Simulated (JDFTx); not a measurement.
HPbNO4:

```xyz
7
Lattice="3.8540 0.1438 0.0901 -0.2532 5.5270 0.1647 -0.4820 -1.9272 5.7203" Properties=species:S:1:pos:R:3 pbc="T T T"
H    -0.0083    2.5983    3.2335
Pb    2.1473    2.6778    1.0046
N     2.8237    3.6046    5.7249
O    -0.4057   -0.9417    5.0623
O     2.7256   -0.0852    0.8025
O    -0.5912    2.3982    5.1009
O     0.1280    2.5704    2.2622
```

The cell was built by a generator and needn't be a form met in nature.

- Program: JDFTx 1.7.0 (patched build)
- Task: single point
- Functional: PBE
- Potentials or basis: PseudoDojo-SR-PBE-0.5-standard (H, N, O) + PseudoDojo-SR-PBE-0.4.1-standard (Pb) with smoothed tails
- Cutoff: 1143 eV
- Density cutoff: 9143 eV
- k mesh: 7 × 5 × 5
- Occupations: fermi-dirac, width 0.05 eV
- Spin: no spin polarisation

On this cell: pressure 0.0 GPa; largest force 0.209 eV/Å; band gap on the k mesh 3.13 eV, indirect (least direct gap 3.22 eV).

The same run follows on a disturbed copy (atoms moved at random, drawn with an rms of 0.05 Å):

```
CELL_PARAMETERS angstrom
3.85404 0.14384 0.09012
-0.25320 5.52698 0.16471
-0.48197 -1.92720 5.72025
ATOMIC_POSITIONS crystal
H 0.09417 0.65249 0.55005
Pb 0.60528 0.51564 0.15510
N 0.92822 0.96629 0.95871
O 0.01648 0.12958 0.87762
O 0.70978 0.00114 0.12867
O 0.00782 0.74454 0.86968
O 0.10479 0.58988 0.37446
```

Q: What does the disturbed cell give?

A: The energy moves by +38.2 meV/atom; pressure 0.6 GPa; largest force 3.580 eV/Å; band gap on the k mesh 3.21 eV, indirect (least direct gap 3.30 eV).

Forces in eV/Å, atoms in the order of the input:
```
H    0.265  0.019 -1.604
Pb  -0.257  0.122 -0.258
N   -2.529 -2.278  1.108
O    0.395  2.625  0.040
O    1.383  1.031 -0.876
O    0.689 -1.503 -0.347
O    0.054 -0.014  1.937
```

Stress tensor (GPa, compression positive):
```
-0.40 -0.86  2.03
-0.86  4.85  0.99
 2.03  0.99 -2.69
```

Caveats: the empty levels aren't tightly converged; spin-orbit coupling is left out, which as a rule narrows the gap of such compounds by several tenths of an eV; an odd mesh through Γ misses points on the zone boundary, where band edges often lie.
